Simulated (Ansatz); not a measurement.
Write a Python script for the Python package of Ansatz (0.2.0) that makes a small convex hull of the Al-Ag system. Level of theory (first run): PBEsol, PAW, cutoff 550 eV, 11×11×11 k-points, cold smearing of 0.05 eV.

Script `al3ag.py`:
```python
"""Stability of Al-Ag compounds against each other, after relaxing atoms and volume at fixed cell shape."""

from collections import Counter
import warnings

import ansatz as az
from ase import Atoms
from pymatgen.analysis.phase_diagram import PDEntry, PhaseDiagram
from pymatgen.core import Composition

config = {
    "ecut": 550,
    "kspacing": 0.15,
    "smearing": "cold",
    "width_ev": 0.05,
}


def run_phase(name, crystal):
    calc = (
        crystal.calculation()
        .functional(az.Functional.PBESOL)
        .basis(config["ecut"])
        .kpoints(spacing=config["kspacing"])
        .occupations(config["smearing"], width=config["width_ev"])
    )
    calc = calc.relax(force_tolerance=0.03, fix_cell=["shape"])
    return calc.run()


def counts(outcome):
    return Counter(site.symbol for site in outcome.lattice.sites)

warnings.simplefilter("ignore", az.DeckWarning)

phases = {}
al3ag_pm_3m = (
    az.Lattice.from_parameters(4.081513, 4.081513, 4.081513, alpha=90.0, beta=90.0, gamma=90.0)
    .atom("Al", (0.0, 0.5, 0.5))
    .atom("Al", (0.5, 0.0, 0.5))
    .atom("Al", (0.5, 0.5, 0.0))
    .atom("Ag", (0.0, 0.0, 0.0))
)
phases["Al3Ag Pm-3m"] = al3ag_pm_3m
atoms = Atoms(
    ["Al", "Ag"],
    scaled_positions=[
        (0.0, 0.0, 0.5),
        (2 / 3, 1 / 3, 0.0),
    ],
    cell=[
        (2.926387, 0.0, 0.0),
        (-1.463193, 2.534325, 0.0),
        (0.0, 0.0, 4.427604),
    ],
    pbc=True,
)
alag_p_6m2 = az.Crystal.from_ase(atoms)
phases["AlAg P-6m2"] = alag_p_6m2
atoms = Atoms(
    ["Al"],
    scaled_positions=[
        (0.0, 0.0, 0.0),
    ],
    cell=[
        (0.0, 2.024805, 2.024805),
        (2.024805, 0.0, 2.024805),
        (2.024805, 2.024805, 0.0),
    ],
    pbc=True,
)
al = az.Crystal.from_ase(atoms)
phases["Al"] = al
ag = (
    az.Lattice.from_parameters(2.888885, 2.888885, 2.888885, alpha=60.0, beta=60.0, gamma=60.0)
    .atom("Ag", (0.0, 0.0, 0.0))
)
phases["Ag"] = ag

done = {name: run_phase(name, crystal) for name, crystal in phases.items()}

entries = [PDEntry(Composition(dict(counts(o))), o.report["energy_sigma0_ev"], name=name) for name, o in done.items()]
diagram = PhaseDiagram(entries)
rows = [(e.name, e.composition.get_atomic_fraction("Ag"), diagram.get_form_energy_per_atom(e), diagram.get_e_above_hull(e)) for e in entries]
rows.sort(key=lambda row: row[1])
print("     phase       x(Ag)  E_form (eV/atom)  above hull (eV/atom)")
for row in rows:
    print(f"{str(row[0]):>10}  {row[1]:10.3f}  {row[2]:16.4f}  {row[3]:20.4f}")
print("on the hull of these phases:", ", ".join(row[0] for row in rows if row[3] < 1e-6))
```

`python al3ag.py` gives:
```text
     phase       x(Ag)  E_form (eV/atom)  above hull (eV/atom)
        Al       0.000            0.0000                0.0000
Al3Ag Pm-3m       0.250            0.0209                0.0590
AlAg P-6m2       0.500           -0.0763                0.0000
        Ag       1.000            0.0000                0.0000
on the hull of these phases: Al, AlAg P-6m2, Ag
```

What to keep in mind:
- Atoms and volume are relaxed with the cell's shape held, which in cells of lower than cubic symmetry can hide stresses and shift volumes.
- The cells come from databases of deposited and of computed structures, and not all need be stable phases.
- Differences under 10 to 15 meV an atom lie within the error of mesh and functional, so such verdicts may flip; only the cells listed enter the hull.
- The whole script took 64 s on 1 thread of Arm Neoverse V2, with other jobs on the host, peak memory 0.64 GiB.
